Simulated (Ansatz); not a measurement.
# HfH (doublet): wave-function methods side by side, def2-QZVPP

An exercise on one series of results from a longer session: the logs are not shown, and one member is left open.

Method: def2-QZVPP, core rule «outside noble gas», up to 4 orbitals frozen; program: Ansatz 0.2.0, Gaussian basis.

To be run: UHF; ROHF; CCSD(T) on UHF.

2 further runs of the same task are left out: 2 set aside as unsound or not needed.

## What is computed

The geometry is a PBE0/def2-TZVP stationary point (not a proven minimum). No spin-orbit coupling is included. Elements past krypton take def2 core potentials.

2 atoms, charge 0, spin multiplicity 2.

Atoms are counted from 1 here; the program's logs count them from 0.

Bond lengths: Hf1–H2 1.832 Å.

As a file:

```xyz
2
charge 0, multiplicity 2
Hf    0.0000    0.0000    0.0000
H     0.0000    0.0000    1.8316
```

Set-up of the first run:

Input file in.yaml:

```yaml
crystal:
  periodic: [false, false, false]
  atoms:
    - {symbol: Hf, position_ang: [0.000000, 0.000000, 0.000000]}
    - {symbol: H, position_ang: [0.000000, 0.000000, 1.831618]}
basis:
  gaussian: {orbitals: "def2-QZVPP.json"}
magnetization: {spin_polarized: true, initial_magnetization: 1}
hamiltonian: {xc: hf}
output: {orbitals: {seedname: orbitals}}
```

On the command line:

```console
ansatz run in.yaml --threads 1 --pin off --events-out ev --progress --plain --max-ram 4096MiB --backend cpu
```

Among the steps run: UHF; ROHF; CCSD(T) on UHF.

One table of the session follows, with a row left open; its other results are not shown here.

| method | from UCCSD(T) (kJ/mol) |
| --- | --- |
| ROHF | +275.2 |
| UHF | ? |
| UMP2 | +75.3 |
| UCCSD | +9.8 |
| UCCSD(T) | 0 |

Estimate the missing values for UHF.

As computed: from UCCSD(T) (kJ/mol): +245.6. In the column «from UCCSD(T) (kJ/mol)» it lies between UMP2 (+75.3) and ROHF (+275.2).

To keep in mind: The determinant is far from a pure spin state, so its energy mixes those of several spin states (harmless only where they are near-degenerate, as at dissociation). Warnings: spin contamination; coupled cluster took another determinant than the lowest.
